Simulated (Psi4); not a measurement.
# InNH6 (In(NH3)H3) at M06-2X/def2-SVPD (core potential)

What is the energy change on altering one bond length of InNH6 (In(NH3)H3) at M06-2X/def2-SVPD (core potential)? 

Program for the calculation: Psi4 1.11.

1 further run of the same task is left out (set aside as unsound or not needed).

### Step 1. Starting point

InNH6 has 8 atoms, charge 0, and is taken as a singlet. As SMILES, `[H][In]([H])([H])<-[NH3]`. Geometry: a GFN2-xTB relaxation, a rough one for these elements and not checked as a minimum.

Bond lengths: In1–N2 2.365 Å, N2–H3 1.017 Å, N2–H4 1.017 Å, N2–H5 1.018 Å, In1–H6 1.688 Å, In1–H7 1.688 Å, In1–H8 1.689 Å. Some angles: In1–N2–H3 110.9°, In1–N2–H4 110.9°, In1–N2–H5 110.6°, N2–In1–H6 96.9°, N2–In1–H7 97.2°, N2–In1–H8 96.9°, H3–N2–H4 108.2°, H3–N2–H5 108.1°, H4–N2–H5 108.1°, H6–In1–H7 118.5°.

### Step 2. Energy and forces at M06-2X/def2-SVPD (core potential)

The input, input.in:

```
memory 1600 mb

molecule {
  0 1
  In    -0.002430     0.004770    -1.240570
  N      0.001030    -0.002420     1.124050
  H     -0.948260     0.032420     1.488370
  H      0.509990     0.799560     1.488490
  H      0.445320    -0.846710     1.478600
  H      1.673370    -0.017650    -1.445880
  H     -0.820140     1.466400    -1.447400
  H     -0.858890    -1.436370    -1.445640
  units angstrom
  symmetry c1
  no_reorient
  no_com
}

set basis def2-SVPD
set puream true
set e_convergence 1e-09
set d_convergence 1e-08
set scf_type pk
set dft_radial_points 99
set dft_spherical_points 590

e_tot, wfn = gradient("m06-2x", return_wfn=True)
```

Launch:

```sh
$ psi4 -n 1 input.in input.out
```

input.out:

```text
[...]
    !!!  WARNING: ECP capability is in beta. Please check occupations closely.  !!!
[...]
  Running in c1 symmetry.
[...]
  Nuclear repulsion =   81.618021435875789
[...]
  Multiplicity = 1
[...]
  Nalpha       = 17
  Nbeta        = 17
[...]
    Number of basis functions: 100
[...]
   @RKS iter   1:  -248.09808768604117   -8.91147e-01   6.39858e-03 DIIS/ADIIS
[...]
   @RKS iter  10:  -248.31605577145498   -2.61480e-12   4.14526e-09 DIIS
[...]
    Orbital Energies [Eh]
    ---------------------
    Doubly Occupied:
       1A    -14.819656     2A     -4.839456     3A     -3.220523
       4A     -3.213125     5A     -3.213118     6A     -1.019130
       7A     -0.843565     8A     -0.838092     9A     -0.838061
      10A     -0.834084    11A     -0.834076    12A     -0.605452
      13A     -0.605269    14A     -0.493532    15A     -0.390805
      16A     -0.308104    17A     -0.307969
[...]
  @RKS Final Energy:  -248.31605577145498
   => Energetics <=
    Nuclear Repulsion Energy =             81.6180214358757894
    One-Electron Energy =                -575.1839344906520637
    Two-Electron Energy =                 257.7633455217670075
    DFT Exchange-Correlation Energy =     -12.5134882384457207
    Empirical Dispersion Energy =           0.0000000000000000
    VV10 Nonlocal Energy =                  0.0000000000000000
    Total Energy =                       -248.3160557714549839
[...]
 Multipole Moments:
 ------------------------------------------------------------------------------------
     Multipole            Electronic (a.u.)      Nuclear  (a.u.)        Total (a.u.)
 ------------------------------------------------------------------------------------
 L = 1.  Multiply by 2.5417464519 to convert [e a0] to [Debye]
 Dipole X            :          0.0818189           -0.0801811            0.0016379
 Dipole Y            :         -0.1566710            0.1528410           -0.0038300
 Dipole Z            :         36.0413109          -34.1418331            1.8994778
 Magnitude           :                                                    1.8994823
[...]
  -Total Gradient:
     Atom            X                  Y                   Z
    ------   -----------------  -----------------  -----------------
       1       -0.000047938531     0.000278686733     0.001714019040
       2       -0.000154657312     0.000277314715    -0.005386313926
       3       -0.000516166092     0.000014407001    -0.000619344921
       4        0.000282380437     0.000391492213    -0.000626081246
       5        0.000392595298    -0.000720075396    -0.000521360485
       6       -0.018740030614     0.000256242995     0.001810477044
       7        0.009259087717    -0.016510616862     0.001778588332
       8        0.009521129176     0.015989193594     0.001817174245
[...]
```

Wall time 1.7 min (1 thread of Intel Xeon Platinum 8259CL at 2.50GHz (Skylake/Cascade Lake), shared host); peak memory 0.81 GiB.

### Step 3. The distorted shape, same level

The input, job.in:

```
memory 1600 MB

molecule m {
  In
  N 1 2.364633
  H 2 1.017396 1 110.89272
  H 2 1.017364 3 108.15054 1 121.78735
  H 2 1.017804 4 108.10393 3 -116.83779
  H 1 2.195 2 96.89794 4 58.44995
  H 1 1.68754 6 118.52334 2 102.12773
  H 1 1.688923 7 118.58469 2 101.91198
  symmetry c1
  no_reorient
  no_com
}

set globals {
  basis def2-SVPD
  puream true
  e_convergence 1e-09
  d_convergence 1e-08
  scf_type pk
  dft_radial_points 99
  dft_spherical_points 590
}

energy_value, wavefunction = gradient('m06-2x', return_wfn=True)
oeprop(wavefunction, 'MULLIKEN_CHARGES', 'DIPOLE', 'QUADRUPOLE', title='M06-2X')
print_variables()
```

Launch:

```sh
$ psi4 -i job.in -o job.out -n 1
```

job.out (excerpt; [...] marks lines left out):

```text
[...]
  Running in c1 symmetry.
[...]
  Nuclear repulsion =   79.890934975416059
[...]
  Multiplicity = 1
[...]
  Nalpha       = 17
  Nbeta        = 17
[...]
    Number of basis functions: 100
[...]
   @RKS iter   1:  -248.07829765679563   -9.35092e-01   6.36315e-03 DIIS/ADIIS
[...]
   @RKS iter  10:  -248.29517752707838   -5.11591e-12   3.31912e-09 DIIS
[...]
  @RKS Final Energy:  -248.29517752707838
   => Energetics <=
    Nuclear Repulsion Energy =             79.8909349754160587
    One-Electron Energy =                -571.3950317928677123
    Two-Electron Energy =                 255.6930658577893780
    DFT Exchange-Correlation Energy =     -12.4841465674160776
    Empirical Dispersion Energy =           0.0000000000000000
    VV10 Nonlocal Energy =                  0.0000000000000000
    Total Energy =                       -248.2951775270783799
[...]
  -Total Gradient:
     Atom            X                  Y                   Z
    ------   -----------------  -----------------  -----------------
       1        0.000941198763    -0.051347578138     0.006294220144
       2       -0.000254926270    -0.001192055634    -0.003176692705
       3        0.000009495080    -0.000136184533    -0.000615368857
       4       -0.000315777589    -0.000200882701    -0.000604154956
       5        0.000631112325    -0.000041021553    -0.000512203509
       6       -0.001009529538     0.041823664159    -0.006125753485
       7        0.016349139986     0.006060125136     0.002417505042
       8       -0.016359851235     0.005099235598     0.002337262282
[...]
 Multipole Moments:
 ------------------------------------------------------------------------------------
     Multipole            Electronic (a.u.)      Nuclear  (a.u.)        Total (a.u.)
[...]
  Mulliken Charges: (a.u.)
   Center  Symbol    Alpha    Beta     Spin     Total
       1    IN    10.45675 10.45675  0.00000  0.08649
       2     N     3.57552  3.57552  0.00000 -0.15104
       3     H     0.44314  0.44314  0.00000  0.11373
       4     H     0.44005  0.44005  0.00000  0.11990
       5     H     0.43990  0.43990  0.00000  0.12020
       6     H     0.57703  0.57703  0.00000 -0.15407
       7     H     0.53364  0.53364  0.00000 -0.06728
       8     H     0.53396  0.53396  0.00000 -0.06793
   Total alpha = 17.00000, Total beta = 17.00000, Total charge = -0.00000
[...]
```

Run time: 1.9 min. Hardware: 1 thread of Intel Xeon Platinum 8259CL at 2.50GHz (Skylake/Cascade Lake), shared host; peak memory 0.8 GiB.

### Step 4. Outcome

At M06-2X/def2-SVPD (core potential):

| quantity | value |
| --- | --- |
| first shape: total energy | -248.31606 Eh |
| first shape: dipole moment | 4.83 D |
| first shape: HOMO energy | -8.38 eV |
| first shape: LUMO energy | -0.19 eV |
| first shape: HOMO–LUMO gap | 8.19 eV |
| first shape: largest force on an atom | 0.978 eV/Å |
| distorted shape: total energy | -248.29518 Eh |
| distorted shape: dipole moment | 5.27 D |
| distorted shape: HOMO energy | -7.57 eV |
| distorted shape: LUMO energy | -0.28 eV |
| distorted shape: HOMO–LUMO gap | 7.29 eV |
| distorted shape: largest force on an atom | 2.661 eV/Å |
| energy change with the In1–H6 bond stretched from 1.688 to 2.195 Å | 0.568 eV |

With the In1–H6 bond stretched from 1.688 to 2.195 Å the energy rises by 0.57 eV (13.1 kcal/mol). The first shape isn't relaxed at this level, so the change isn't measured from a minimum. The largest force (first shape) is 0.98 eV/Å: the shape isn't a stationary point for this species at this level.
